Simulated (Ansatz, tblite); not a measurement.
# BODIPY (C13H15BF2N2): removing and adding an electron, part 3 of 3

What does removing or adding an electron cost or gain for BODIPY (C13H15BF2N2)? Each charged state is run at several levels.

Ansatz 0.2.0, Gaussian basis; as each input shows.

## 10. Charge -1 doublet at the fixed geometry, PBE0-D4/def2-TZVP

File in.yaml:

```yaml
crystal:
  periodic: [false, false, false]
  atoms:
    - {symbol: C, position_ang: [2.621018, -3.003489, 0.336560]}
    - {symbol: C, position_ang: [2.392651, -1.539797, 0.129377]}
    - {symbol: C, position_ang: [3.345818, -0.538056, -0.085225]}
    - {symbol: C, position_ang: [2.658341, 0.697073, -0.252881]}
    - {symbol: C, position_ang: [3.226020, 2.050665, -0.508821]}
    - {symbol: N, position_ang: [1.324843, 0.480470, -0.141768]}
    - {symbol: C, position_ang: [1.119170, -0.879245, 0.094386]}
    - {symbol: C, position_ang: [-0.174305, -1.386802, 0.249568]}
    - {symbol: C, position_ang: [-1.300135, -0.561953, 0.169793]}
    - {symbol: C, position_ang: [-2.695929, -0.872612, 0.291831]}
    - {symbol: C, position_ang: [-3.277587, -2.227754, 0.542441]}
    - {symbol: C, position_ang: [-3.370973, 0.341010, 0.122519]}
    - {symbol: C, position_ang: [-2.400524, 1.359675, -0.095834]}
    - {symbol: C, position_ang: [-2.615776, 2.815457, -0.328739]}
    - {symbol: N, position_ang: [-1.163570, 0.806468, -0.066165]}
    - {symbol: B, position_ang: [0.196598, 1.562957, -0.253064]}
    - {symbol: F, position_ang: [0.237678, 2.166716, -1.515490]}
    - {symbol: F, position_ang: [0.352058, 2.521109, 0.756788]}
    - {symbol: H, position_ang: [2.039336, -3.396456, 1.195863]}
    - {symbol: H, position_ang: [2.319205, -3.594484, -0.554973]}
    - {symbol: H, position_ang: [3.690203, -3.216778, 0.527374]}
    - {symbol: H, position_ang: [4.434798, -0.662496, -0.121729]}
    - {symbol: H, position_ang: [2.877755, 2.766863, 0.262883]}
    - {symbol: H, position_ang: [2.861903, 2.445367, -1.479655]}
    - {symbol: H, position_ang: [4.330672, 2.023042, -0.516098]}
    - {symbol: H, position_ang: [-0.309956, -2.461913, 0.436800]}
    - {symbol: H, position_ang: [-4.378923, -2.176762, 0.637781]}
    - {symbol: H, position_ang: [-3.045509, -2.933760, -0.283117]}
    - {symbol: H, position_ang: [-2.880048, -2.681125, 1.474815]}
    - {symbol: H, position_ang: [-4.455598, 0.500666, 0.150539]}
    - {symbol: H, position_ang: [-3.690278, 3.069812, -0.286446]}
    - {symbol: H, position_ang: [-2.063807, 3.412144, 0.425800]}
    - {symbol: H, position_ang: [-2.205138, 3.114019, -1.315103]}
basis:
  gaussian: {orbitals: def2-TZVP, fitting: {mean_field: def2-universal-jkfit}}
total_charge: -1
magnetization: {spin_polarized: true, initial_magnetization: 1}
hamiltonian: {xc: pbe0, dispersion: d4}
scf: {omitted_lower_state_checks: [starts]}
output: {orbitals: {seedname: orbitals}}
```

Started as:

```
ansatz run in.yaml --threads 2 --pin off --events-out ev --progress --plain --max-ram 31744MiB --backend cuda --devices 0, --max-vram 18GiB
```

The log of the run, shortened:

```text
Functional definition: PBE0
  name "PBE0"
  cite "Adamo & Barone, J. Chem. Phys. 110, 6158 (1999) doi:10.1063/1.478522"
  cite "Perdew, Burke & Ernzerhof, Phys. Rev. Lett. 77, 3865 (1996) doi:10.1103/PhysRevLett.77.3865"
  parent pbe
[...]
1628 factors; integrals over basis functions are off by at most 1.6e0 eV
[...]
mean field -22805.18294986 eV, -838.0750154990 hartree, gradient 7.2e-5 eV, S^2 0.779085; 0 other end points of the search recorded, 0 dependent functions left out
reference -22805.18300781 eV, -838.0750176288 hartree; 66, 65 occupied and 582, 583 virtual orbitals, 1628 factors
Total energy: -22806.23795662 eV, -838.1137862824 hartree
Checks for a lower state left out: starts
```

Run time: 8 s. Hardware: 1 × H100 (card shared with other runs) with 2 threads of AMD EPYC 7R13, shared host; peak host memory 1.2 GiB.

HOMO -0.02 eV, LUMO 2.09 eV (over both spins); ⟨S²⟩ 0.779 (pure: 0.75).

## 11. Charge -1 doublet at the fixed geometry, PBE-D4/def2-TZVP

Changes to in.yaml since step 10:

```diff
@@ -37,6 +37,6 @@
 basis:
-  gaussian: {orbitals: def2-TZVP, fitting: {mean_field: def2-universal-jkfit}}
+  gaussian: {orbitals: def2-TZVP, fitting: {mean_field: def2-universal-jkfit}, initial_orbitals: start.molden}
 total_charge: -1
 magnetization: {spin_polarized: true, initial_magnetization: 1}
-hamiltonian: {xc: pbe0, dispersion: d4}
+hamiltonian: {xc: pbe, dispersion: d4}
 scf: {omitted_lower_state_checks: [starts]}
```

Launched as before.

The log of the run, shortened:

```text
Functional definition: PBE
  name "PBE"
  cite "Perdew, Burke & Ernzerhof, Phys. Rev. Lett. 77, 3865 (1996) doi:10.1103/PhysRevLett.77.3865"
  parent pbe
[...]
1628 factors; integrals over basis functions are off by at most 1.6e0 eV
[...]
mean field -22803.44412959 eV, -838.0111150327 hartree, gradient 2.1e-5 eV, S^2 0.756481; 0 other end points of the search recorded, 0 dependent functions left out
reference -22803.44420756 eV, -838.0111178981 hartree; 66, 65 occupied and 582, 583 virtual orbitals, 1628 factors
Total energy: -22804.66820491 eV, -838.0560989712 hartree
Checks for a lower state left out: starts
```

It took 5.5 s on 1 × H100 (card shared with other runs) with 2 threads of AMD EPYC 7R13, shared host; peak host memory 1.1 GiB.

HOMO 0.82 eV, LUMO 1.32 eV (over both spins); ⟨S²⟩ 0.756 (pure: 0.75). Doubts: highest occupied level lies above zero.

## 12. Charge -1 doublet at the fixed geometry, B3LYP-D4/def2-TZVP

Changes to in.yaml since step 11:

```diff
@@ -40,3 +40,3 @@
 magnetization: {spin_polarized: true, initial_magnetization: 1}
-hamiltonian: {xc: pbe, dispersion: d4}
+hamiltonian: {xc: {name: B3LYP}, dispersion: d4}
 scf: {omitted_lower_state_checks: [starts]}
```

Launched as before.

The log of the run, shortened:

```text
Functional definition: B3LYP
  name "B3LYP"
  cite "Stephens, Devlin, Chabalowski & Frisch, J. Phys. Chem. 98, 11623 (1994) doi:10.1021/j100096a001"
  cite "Becke, Phys. Rev. A 38, 3098 (1988) doi:10.1103/PhysRevA.38.3098"
  cite "Lee, Yang & Parr, Phys. Rev. B 37, 785 (1988) doi:10.1103/PhysRevB.37.785"
  cite "Vosko, Wilk & Nusair, Can. J. Phys. 58, 1200 (1980) doi:10.1139/p80-159"
[...]
1628 factors; integrals over basis functions are off by at most 1.6e0 eV
[...]
mean field -22831.26119831 eV, -839.0333734531 hartree, gradient 1.9e-5 eV, S^2 0.770349; 0 other end points of the search recorded, 0 dependent functions left out
reference -22831.26168871 eV, -839.0333914749 hartree; 66, 65 occupied and 582, 583 virtual orbitals, 1628 factors
Total energy: -22833.17873769 eV, -839.1038417257 hartree
Checks for a lower state left out: starts
```

It took 5.5 s on 1 × H100 (card shared with other runs) with 2 threads of AMD EPYC 7R13, shared host; peak host memory 1.1 GiB.

Report: HOMO 0.17 eV, LUMO 1.89 eV (over both spins); ⟨S²⟩ 0.770 (pure: 0.75). Doubts: highest occupied level lies above zero.

## 13. Vertical electron affinity

Starting state less charged state (positive: the electron is bound), singlet to doublet; the starting state's energies are those of its earlier runs.

| level | vertical electron affinity (eV) | time |
| --- | --- | --- |
| PBE-D4/def2-TZVP | +1.27 | 10 s |
| B3LYP-D4/def2-TZVP | +1.39 | 8.8 s |
| PBE0-D4/def2-TZVP | +1.39 | 12 s |

Times add the two runs; a level without a time comes out of a correlated run.

Beside −ε(LUMO) of the starting state:

| level | −ε(LUMO) (eV) | by difference (eV) | mismatch (eV) |
| --- | --- | --- | --- |
| PBE-D4/def2-TZVP | 3.25 | 1.27 | +1.99 |
| B3LYP-D4/def2-TZVP | 2.79 | 1.39 | +1.40 |
| PBE0-D4/def2-TZVP | 2.66 | 1.39 | +1.27 |

## 14. What came out

The summary covers parts 1 to 3.

```
                                             quantity                                 value
 vertical ionisation energy, functionals in def2-TZVP  7.18 (PBE0-D4) to 7.24 eV (B3LYP-D4)
adiabatic ionisation energy, functionals in def2-TZVP    7.08 (PBE0-D4) to 7.13 eV (PBE-D4)
 vertical electron affinity, functionals in def2-TZVP    1.27 (PBE-D4) to 1.39 eV (PBE0-D4)
      relaxation of the cation side, PBE-D4/def2-TZVP                               0.09 eV
```

What this shows: The vertical ionisation energy spans 7.18 to 7.24 eV over the functionals. −ε(HOMO) misses the level's own difference by -1.37 eV at best (PBE0-D4) and -2.13 eV at worst (PBE-D4). The adiabatic ionisation energy spans 7.08 to 7.13 eV over the functionals. The vertical electron affinity spans 1.27 to 1.39 eV over the functionals. The anion's highest level lies above zero where self-interaction lifts it, so diffuse functions weigh on these values. −ε(LUMO) misses the level's own difference by +1.27 eV at best (PBE0-D4) and +1.99 eV at worst (PBE-D4). Relaxing the oxidised state gains 0.09 eV at PBE-D4/def2-TZVP.
